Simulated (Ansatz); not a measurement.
# AsGeH5: the cost of one run

Program: Ansatz 0.2.0. Level of theory: RHF/def2-SVP. These are calculated values, not measurements.

## 1. The system as given

Bond lengths: Ge1–As2 2.409 Å, Ge1–H3 1.511 Å, Ge1–H4 1.544 Å, Ge1–H5 1.529 Å, As2–H6 1.563 Å, As2–H7 1.586 Å. Angles: Ge1–As2–H6 93.2°, Ge1–As2–H7 91.1°, H6–As2–H7 93.3°, As2–Ge1–H3 110.6°, As2–Ge1–H4 105.8°, As2–Ge1–H5 110.4°, H3–Ge1–H4 108.2°, H3–Ge1–H5 113.9°, H4–Ge1–H5 107.6°.

Structure file:

```xyz
7

Ge   -0.3509   -0.6643   -0.4841
As    0.6675    1.4434    0.0860
H    -0.5451   -1.5118    0.7514
H    -1.7425   -0.3167   -1.0554
H     0.4427   -1.3570   -1.5921
H    -0.2262    1.6324    1.3549
H     1.8158    0.7061    0.8936
```

## 2. Relaxing end A

Input file input.yaml:

```yaml
crystal:
  periodic: [false, false, false]
  atoms:
    - { symbol: Ge, position_ang: [-0.3509, -0.6643, -0.4841] }
    - { symbol: As, position_ang: [0.6675, 1.4434, 0.086] }
    - { symbol: H, position_ang: [-0.5451, -1.5118, 0.7514] }
    - { symbol: H, position_ang: [-1.7425, -0.3167, -1.0554] }
    - { symbol: H, position_ang: [0.4427, -1.357, -1.5921] }
    - { symbol: H, position_ang: [-0.2262, 1.6324, 1.3549] }
    - { symbol: H, position_ang: [1.8158, 0.7061, 0.8936] }
basis:
  gaussian: { orbitals: def2-SVP }
hamiltonian:
  xc: hf
relax:
  f_tol: 0.015
  max_steps: 40
```

Run with:

```
ansatz run input.yaml --threads 1 --pin off --max-ram 2048MiB --backend cpu --events-out ev --progress --plain --runs-dir out
```

What time and memory should one allow on 1 thread of Arm Neoverse V1, shared host?

About 13 s, with a peak of 0.18 GiB.
